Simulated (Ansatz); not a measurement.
**BrH3O3Ti: basis-set convergence**

The task here is to estimate one member of a computed series from the others.

Computed with Ansatz 0.2.0, Gaussian basis. Level: one geometry, several basis sets.

Plan: PBE0-D4/def2-SVP; ωB97M-V/def2-SVP; PBE0-D4/def2-QZVPP; ωB97M-V/def2-QZVPP; the functionals' def2-TZVPP values are taken from earlier runs.

### The relaxed structure

All runs share one geometry, relaxed beforehand with PBE0-D4 in a triple-zeta def2 set.

SMILES `[OH][Ti]([OH])([OH])[Br]`, 8 atoms, charge 0, spin multiplicity 1.

Atoms are counted from 1 here; the program's logs count them from 0.

Bond lengths: O1–Ti2 1.777 Å, O1–H6 0.958 Å, Ti2–O3 1.784 Å, Ti2–O4 1.778 Å, Ti2–Br5 2.380 Å, O3–H7 0.959 Å, O4–H8 0.957 Å. Angles: Ti2–O1–H6 135.0°, O1–Ti2–O3 108.6°, O1–Ti2–O4 111.8°, O1–Ti2–Br5 108.1°, O3–Ti2–O4 109.5°, O3–Ti2–Br5 110.9°, O4–Ti2–Br5 108.0°, Ti2–O3–H7 129.4°, Ti2–O4–H8 136.8°.

Geometry (Å):

```xyz
8

O    -0.8296    1.0663    1.0364
Ti    0.1244    0.1305   -0.1356
O     1.7977   -0.0037    0.4693
O    -0.5479   -1.4968   -0.3844
Br    0.0666    1.2765   -2.2212
H    -1.5880    1.6490    0.9810
H     2.4271   -0.7203    0.3659
H    -1.3580   -1.9586   -0.1671
```

Set-up of the first run:

in.yaml reads:

```yaml
crystal:
  periodic: [false, false, false]
  atoms:
    - {symbol: O, position_ang: [-0.829584, 1.066301, 1.036443]}
    - {symbol: Ti, position_ang: [0.124357, 0.130511, -0.135574]}
    - {symbol: O, position_ang: [1.797734, -0.003671, 0.469316]}
    - {symbol: O, position_ang: [-0.547926, -1.496795, -0.384412]}
    - {symbol: Br, position_ang: [0.066613, 1.276529, -2.221217]}
    - {symbol: H, position_ang: [-1.588031, 1.648977, 0.980994]}
    - {symbol: H, position_ang: [2.427111, -0.720289, 0.365881]}
    - {symbol: H, position_ang: [-1.357974, -1.958565, -0.167131]}
basis:
  gaussian: {orbitals: def2-SVP}
hamiltonian: {xc: pbe0, dispersion: d4}
output: {orbitals: {seedname: orbitals}}
```

Started as:

```console
> ansatz run in.yaml --threads 8 --pin off --events-out ev --progress --plain --max-ram 18278MiB
```

Among the steps run: PBE0-D4 in def2-SVP; ωB97M-V in def2-SVP; PBE0-D4 in def2-QZVPP; ωB97M-V in def2-QZVPP.

One of the session's tables, all rows but one given; the rest of the session is left out.

| functional | basis | HOMO (eV) | LUMO (eV) |
| --- | --- | --- | --- |
| PBE0-D4 | def2-SVP | -7.93 | -1.92 |
| PBE0-D4 | def2-TZVPP | ? | ? |
| PBE0-D4 | def2-QZVPP | -8.18 | -2.07 |
| ωB97M-V | def2-SVP | -10.07 | 0.33 |
| ωB97M-V | def2-TZVPP | -10.34 | 0.15 |
| ωB97M-V | def2-QZVPP | -10.37 | 0.09 |

**Question.** Estimate the row for PBE0-D4, def2-TZVPP.

The run gave: HOMO (eV): -8.16; LUMO (eV): -2.04. In the column «HOMO (eV)» it lies between PBE0-D4, def2-QZVPP (-8.18) and PBE0-D4, def2-SVP (-7.93).
